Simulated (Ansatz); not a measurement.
# C₃H₈OSi: how energies converge with the basis set

An exercise on one series of results from a longer session: the logs are not shown, and one member is left open.

Method: one geometry, several basis sets; program: Ansatz 0.2.0, Gaussian basis.

Plan: PBE0-D4/def2-SVP; ωB97M-V/def2-SVP; PBE0-D4/def2-QZVPP; ωB97M-V/def2-QZVPP; the functionals' def2-TZVPP values are taken from earlier runs.

### The geometry

All runs share one geometry, relaxed beforehand with PBE0-D4 in a triple-zeta def2 set.

SMILES `OCC1C[SiH2]1`, 13 atoms, charge 0, spin multiplicity 1.

Atoms are counted from 1 here; the program's logs count them from 0.

Bond lengths: O1–C2 1.415 Å, O1–H6 0.961 Å, C2–C3 1.501 Å, C2–H7 1.092 Å, C2–H8 1.101 Å, C3–C4 1.548 Å, C3–Si5 1.852 Å, C3–H9 1.088 Å, C4–Si5 1.848 Å, C4–H10 1.085 Å, C4–H11 1.088 Å, Si5–H12 1.477 Å, Si5–H13 1.478 Å. Angles: C2–O1–H6 107.6°, O1–C2–C3 112.8°, O1–C2–H7 105.8°, O1–C2–H8 110.4°, C3–C2–H7 110.5°, C3–C2–H8 109.9°, H7–C2–H8 107.2°, C2–C3–C4 117.2°, C2–C3–Si5 122.8°, C2–C3–H9 113.3°, C4–C3–Si5 65.1°, C4–C3–H9 113.8°, Si5–C3–H9 116.1°, C3–C4–Si5 65.4°, C3–C4–H10 117.2°, C3–C4–H11 115.7°, Si5–C4–H10 120.6°, Si5–C4–H11 117.2° and more.

The first run:

in.yaml reads:

```yaml
crystal:
  periodic: [false, false, false]
  atoms:
    - {symbol: O, position_ang: [-2.267767, -0.684329, 0.049660]}
    - {symbol: C, position_ang: [-1.287126, 0.148380, -0.539927]}
    - {symbol: C, position_ang: [0.102412, -0.401197, -0.402034]}
    - {symbol: C, position_ang: [0.767205, -0.303007, 0.992046]}
    - {symbol: Si, position_ang: [1.605010, 0.678533, -0.330253]}
    - {symbol: H, position_ang: [-1.978522, -0.884098, 0.944596]}
    - {symbol: H, position_ang: [-1.562033, 0.230885, -1.593552]}
    - {symbol: H, position_ang: [-1.333582, 1.160958, -0.110320]}
    - {symbol: H, position_ang: [0.231570, -1.369270, -0.882057]}
    - {symbol: H, position_ang: [1.226506, -1.202596, 1.387378]}
    - {symbol: H, position_ang: [0.209048, 0.250872, 1.743714]}
    - {symbol: H, position_ang: [2.872482, 0.193674, -0.913792]}
    - {symbol: H, position_ang: [1.435297, 2.146599, -0.330659]}
basis:
  gaussian: {orbitals: def2-SVP}
hamiltonian: {xc: pbe0, dispersion: d4}
output: {orbitals: {seedname: orbitals}}
```

The run is started by

```
$ ansatz run in.yaml --threads 4 --pin off --events-out ev --progress --plain --max-ram 10444MiB
```

Steps of the session up to this table: PBE0-D4 in def2-SVP; ωB97M-V in def2-SVP; PBE0-D4 in def2-QZVPP; ωB97M-V in def2-QZVPP.

One table of the session follows, with a row left open; its other results are not shown here.

It belongs to the step «Functionals by basis». 

```
functional       basis  HOMO (eV)  LUMO (eV)
   PBE0-D4    def2-SVP          ?          ?
   PBE0-D4  def2-TZVPP      -7.02       0.09
   PBE0-D4  def2-QZVPP      -7.04      -0.08
   ωB97M-V    def2-SVP      -9.15       2.45
   ωB97M-V  def2-TZVPP      -9.20       1.70
   ωB97M-V  def2-QZVPP      -9.22       1.28
```

Estimate the missing values for PBE0-D4, def2-SVP.

The run gave: HOMO (eV): -6.98; LUMO (eV): 0.56. In the column «HOMO (eV)» it is the highest.
